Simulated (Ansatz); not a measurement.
Crystal: Hf2Pd2Se2Br2O3.

```
CELL_PARAMETERS angstrom
5.76069 0.00496 -0.00286
-0.52750 5.84664 0.03413
-1.48435 -0.92642 6.64586
ATOMIC_POSITIONS crystal
Hf 0.74540 0.39602 0.34989
Hf 0.28763 0.45322 0.59401
Pd 0.90854 0.13294 0.84849
Pd 0.25249 0.90323 0.35874
Se 0.63469 0.40355 0.93716
Se 0.62597 0.78174 0.53023
Br 0.85273 0.99089 0.15355
Br 0.22526 0.82084 0.86223
O 0.96040 0.28925 0.59026
O 0.43233 0.24524 0.40864
O 0.07457 0.58308 0.36682
```

The cell was built by a generator and needn't be a form met in nature.

Program: Ansatz 0.2.0. Alike in all runs: potentials or basis Ansatz PAW; no spin polarisation; cell as given; smearing fermi-dirac 0.05 eV.

Question: Order these runs on this cell by their pressure, lowest first.
A. level PBE+U; U Hf d U = 8 eV, Pd d U = 8 eV; k mesh 5 × 5 × 4; cutoff (eV) 420; hubbard projectors ortho-atomic (the default); double counting fll (the default); mesh quality not flagged
B. level r2SCANh; k mesh 2 × 2 × 2; cutoff (eV) 500; mesh quality coarse
C. level PBE+U; U Hf d U = 4 eV, Pd d U = 4 eV; k mesh 5 × 5 × 4; cutoff (eV) 420; hubbard projectors ortho-atomic (the default); double counting fll (the default); mesh quality not flagged

Answer: B (-2.8 GPa), C (2.2 GPa), A (4.8 GPa).

Caveats: some runs use coarse meshes; the PAW data sets come from PBE, with cores solved anew for the run's functional, which leaves a small shift of forces and pressure (some runs); the thresholds are loose for stress (some runs).
